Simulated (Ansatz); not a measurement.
# ReP2 (CdI2 type): how the settings move a single-point run

How sensitive is a single-point run of ReP2 (CdI2 type) to its settings? A reference run comes first, then five runs with altered input.

Computed with Ansatz 0.2.0 (reference: DFT PBEsol, scalar-relativistic, plane waves, PAW, unless a step's input says otherwise).

## 1. Starting point

It takes space group P-3m1 (No. 164, trigonal). Conventional cell: a = 3.048 Å, b = 3.048 Å, c = 5.097 Å, α = 90.00°, β = 90.00°, γ = 120.00°. Around Re (site symmetry -3m) lie 6 P at 2.43 Å. Around P (site symmetry 3m) lie 3 Re at 2.43 Å and 3 P at 2.48 Å.

Coordinates:

```
CELL_PARAMETERS angstrom
3.04836 0.00000 0.00000
-1.52418 2.63996 0.00000
0.00000 0.00000 5.09666
ATOMIC_POSITIONS crystal
Re 0.00000 0.00000 0.00000
P 0.33333 0.66667 0.32846
P 0.66667 0.33333 0.67154
```

## 2. Reference

input.yaml

```yaml
crystal:
  lattice:
    - [3.048362625, 0.0, 0.0]
    - [-1.5241813125, 2.6399594732, 0.0]
    - [0.0, 0.0, 5.096658866]
  atoms:
    - { symbol: Re, position: [0.0, 0.0, 0.0] }
    - { symbol: P, position: [0.3333333333, 0.6666666667, 0.3284640864] }
    - { symbol: P, position: [0.6666666667, 0.3333333333, 0.6715359136] }
basis:
  ecutwfc: 420
  ecutrho_ratio: 4
kpoints:
  mp_grid: { grid: [12, 12, 6] }
  band_path:
    path:
      - [[0.0, 0.0, 0.0], [0.5, 0.0, 0.0], [0.33333333, 0.33333333, 0.0], [0.0, 0.0, 0.0], [0.0, 0.0, 0.5], [0.5, 0.0, 0.5], [0.33333333, 0.33333333, 0.5], [0.0, 0.0, 0.5]]
      - [[0.5, 0.0, 0.5], [0.5, 0.0, 0.0]]
      - [[0.33333333, 0.33333333, 0.5], [0.33333333, 0.33333333, 0.0]]
    npoints: 14
hamiltonian:
  xc: pbesol
scf:
  occupations: { method: gaussian, width: 0.05 }
  n_extra_bands: 12
output:
  forces: true
  stress: true
  eigenvalues: true
  populations: true
  dos: { projected: true, de: 0.02, nscf_kmesh: { grid: [18, 18, 9] } }
  bader: false
  write_density: true
  write_potential: true
  elf: true
  volumetric_format: npy
```

On the command line:

```bash
> ansatz run input.yaml --threads 4 --pin off --max-ram 4096MiB --backend cpu --events-out ev --progress --plain --runs-dir out
```

## 3. Changed: symmetry.detect false, scf.algorithm density_mixing, mixing.algorithm msr1, mixing.beta 0.2, mixing.ndim 16

input.yaml

```yaml
crystal:
  lattice:
    - [3.048362625002, 0.0, 0.0]
    - [-1.524181312501, 2.639959473199, 0.0]
    - [0.0, 0.0, 5.096658866]
  atoms:
    - { symbol: Re, position: [0.0, 0.0, 0.0] }
    - { symbol: P, position: [0.3333333333333, 0.6666666666667, 0.3284640864] }
    - { symbol: P, position: [0.6666666666667, 0.3333333333333, 0.6715359136] }
  symmetry: { detect: false }
basis:
  ecutwfc: 420
  ecutrho_ratio: 4
kpoints:
  mp_grid: { grid: [12, 12, 6] }
hamiltonian:
  xc: pbesol
scf:
  occupations: { method: gaussian, width: 0.05 }
  algorithm: density_mixing
  mixing: { algorithm: msr1, beta: 0.2, ndim: 16 }
output:
  forces: true
  stress: true
```

## 4. Variant: hubbard.sites [{species: Re, l: d, u_eff: 4.0}], hubbard.double_counting fll, occupations.method tetrahedron, accuracy medium, width left out

input.yaml

```yaml
crystal:
  lattice:
    - [3.048362625002, 0.0, 0.0]
    - [-1.524181312501, 2.639959473199, 0.0]
    - [0.0, 0.0, 5.096658866]
  atoms:
    - { symbol: Re, position: [0.0, 0.0, 0.0] }
    - { symbol: P, position: [0.3333333333333, 0.6666666666667, 0.3284640864] }
    - { symbol: P, position: [0.6666666666667, 0.3333333333333, 0.6715359136] }
basis:
  ecutwfc: 420
  ecutrho_ratio: 4
kpoints:
  mp_grid: { grid: [12, 12, 6] }
hamiltonian:
  xc: pbesol
  hubbard: { sites: [{ species: Re, l: d, u_eff: 4.0 }], double_counting: fll }
scf:
  occupations: { method: tetrahedron }
output:
  forces: true
  stress: true
accuracy: medium
```

## 5. Changed: preconditioner local_kerker, n_extra_bands 8

input.yaml

```yaml
crystal:
  lattice:
    - [3.048362625002, 0.0, 0.0]
    - [-1.524181312501, 2.639959473199, 0.0]
    - [0.0, 0.0, 5.096658866]
  atoms:
    - { symbol: Re, position: [0.0, 0.0, 0.0] }
    - { symbol: P, position: [0.3333333333333, 0.6666666666667, 0.3284640864] }
    - { symbol: P, position: [0.6666666666667, 0.3333333333333, 0.6715359136] }
basis:
  ecutwfc: 420
  ecutrho_ratio: 4
kpoints:
  mp_grid: { grid: [12, 12, 6] }
hamiltonian:
  xc: pbesol
scf:
  occupations: { method: gaussian, width: 0.05 }
  mixing: { preconditioner: local_kerker }
  n_extra_bands: 8
output:
  forces: true
  stress: true
```

## 6. Changed: occupations.method tetrahedron_uncorrected, width left out

input.yaml

```yaml
crystal:
  lattice:
    - [3.048362625002, 0.0, 0.0]
    - [-1.524181312501, 2.639959473199, 0.0]
    - [0.0, 0.0, 5.096658866]
  atoms:
    - { symbol: Re, position: [0.0, 0.0, 0.0] }
    - { symbol: P, position: [0.3333333333333, 0.6666666666667, 0.3284640864] }
    - { symbol: P, position: [0.6666666666667, 0.3333333333333, 0.6715359136] }
basis:
  ecutwfc: 420
  ecutrho_ratio: 4
kpoints:
  mp_grid: { grid: [12, 12, 6] }
hamiltonian:
  xc: pbesol
scf:
  occupations: { method: tetrahedron_uncorrected }
output:
  forces: true
  stress: true
```

## 7. Variant: occupations.method fermi_dirac, occupations.width 0.1, dr2_threshold 1.0e-08

input.yaml

```yaml
crystal:
  lattice:
    - [3.048362625002, 0.0, 0.0]
    - [-1.524181312501, 2.639959473199, 0.0]
    - [0.0, 0.0, 5.096658866]
  atoms:
    - { symbol: Re, position: [0.0, 0.0, 0.0] }
    - { symbol: P, position: [0.3333333333333, 0.6666666666667, 0.3284640864] }
    - { symbol: P, position: [0.6666666666667, 0.3333333333333, 0.6715359136] }
basis:
  ecutwfc: 420
  ecutrho_ratio: 4
kpoints:
  mp_grid: { grid: [12, 12, 6] }
hamiltonian:
  xc: pbesol
scf:
  occupations: { method: fermi_dirac, width: 0.1 }
  convergence: { dr2_threshold: 1.0e-08 }
output:
  forces: true
  stress: true
```

What does the calculation give? Wanted: for each run, ending; energy change; pressure; gap; force.

The runs gave:

```tsv
run	ending	energy change	pressure (GPa)	gap (eV)	force (eV/Å)	cycles	time
reference	converged	0	0.0	0.00	0.00	6	8.5 s
1: symmetry.detect false, scf.algorithm density_mixing, mixing.algorithm msr1, mixing.beta 0.2, mixing.ndim 16	converged	0.0 meV/atom	0.0	0.00	0.00	7	11 s
2: hubbard.sites [{species: Re, l: d, u_eff: 4.0}], hubbard.double_counting fll, occupations.method tetrahedron, accuracy medium, width left out	converged	+1.55 eV/atom (σ→0) (U changed: no physical gain or loss)	-1.8	0.00	0.00	8	3.5 s
3: preconditioner local_kerker, n_extra_bands 8	converged	0.0 meV/atom	0.0	0.00	0.00	6	1.9 s
4: occupations.method tetrahedron_uncorrected, width left out	converged	+24.9 meV/atom (σ→0)	0.4	0.00	0.03	6	2 s
5: occupations.method fermi_dirac, occupations.width 0.1, dr2_threshold 1.0e-08	converged	+0.1 meV/atom (σ→0)	0.1	0.00	0.01	7	2 s
```

Times don't compare one to one where runs were asked for different outputs or read a saved state (see the inputs); cycles may leave out searches for a lower state.

Residual by cycle in the longest SCF loop of each run; runs are numbered as in the table. The quantity is the density residual dr2, in eV.

```tsv
cycle	reference	run 1	run 2	run 3	run 4	run 5
1	0.077	0.0758	2.75	0.0767	0.0725	0.076
2	0.0271	0.0312	0.927	0.0017	0.00234	0.0233
3	4.6e-4	5.8e-4	0.0228	4.9e-4	5.9e-4	2.6e-4
4	9.2e-6	3.3e-5	0.00148	1.6e-5	8.9e-6	4.7e-6
5	1.1e-6	7.8e-6	5.1e-4	1.2e-7	3.8e-7	7.2e-7
6	2.3e-8	1.2e-7	2.5e-5	1.3e-9	1.7e-8	1.6e-8
7	-	7.8e-8	1.7e-6	-	-	3.5e-10
8	-	-	6.5e-9	-	-	-
```

What this shows: A changed U is a change of model: its shifts are not errors of convergence. Of the variants the dearest is «symmetry.detect false, scf.algorithm density_mixing, mixing.algorithm msr1, mixing.beta 0.2, mixing.ndim 16» (11 s), the cheapest «preconditioner local_kerker, n_extra_bands 8» (1.9 s), on a shared host. The reference has no spin polarisation; with Re present, a magnetic state may lie lower.
